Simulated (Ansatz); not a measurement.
# CdAg: the cost of one run

Program: Ansatz 0.2.0. Level of theory: DFT PBEsol, scalar-relativistic. These are calculated values, not measurements.

## 1. The system as given

Symmetry: Pm-3m, No. 221, cubic system. The conventional cell has a = 3.330 Å, b = 3.330 Å, c = 3.330 Å, α = 90.00°, β = 90.00°, γ = 90.00°. Cd (site symmetry m-3m) has 8 Ag at 2.88 Å as nearest neighbours. Ag (site symmetry m-3m) is surrounded by 8 Cd at 2.88 Å.

Coordinates:

```xyz
2
Lattice="3.3300 0.0000 0.0000 0.0000 3.3300 0.0000 0.0000 0.0000 3.3300" Properties=species:S:1:pos:R:3 pbc="T T T"
Cd    1.6650    1.6650    1.6650
Ag    0.0000    0.0000    0.0000
```

Atoms are numbered in the order of the input: Cd1, Ag2.

## 2. The deformed structure

Space group Pm-3m before, R-3m after.

## 3. LAPW, all electrons

Input file input.yaml:

```yaml
crystal:
  lattice:
    - [3.33, -0.01665, -0.01665]
    - [-0.01665, 3.33, -0.01665]
    - [-0.01665, -0.01665, 3.33]
  atoms:
    - { symbol: Cd, position: [0.5, 0.5, 0.5] }
    - { symbol: Ag, position: [0.0, 0.0, 0.0] }
kpoints:
  mp_grid: { grid: [12, 12, 12] }
  band_path:
    path:
      - [0.0, 0.0, 0.0]
      - [0.5, 0.0, 0.0]
      - [0.5, -0.5, 0.5]
      - [0.4901240068, -0.5098759932, 0.4901240068]
      - [0.4901240068, 0.4901240068, 0.4901240068]
      - [0.0, 0.0, 0.0]
      - [0.5, -0.5, 0.0]
    npoints: 5
scf:
  occupations: { method: fermi_dirac, width: 0.05 }
hamiltonian:
  xc: pbesol
  pseudopotentials: { kind: all_electron, lapw: { basis_error: 0.00025 } }
output:
  forces: true
  stress: true
  eigenvalues: true
```

On the command line:

```
$ ansatz run input.yaml --threads 1 --pin off --max-ram 3072MiB --backend cpu --events-out ev --progress --plain --runs-dir out
```

**Question.** How long does this run take on 1 thread of Arm Neoverse V1, shared host, and how much memory does it need?

About 78 s, with a peak of 0.86 GiB.
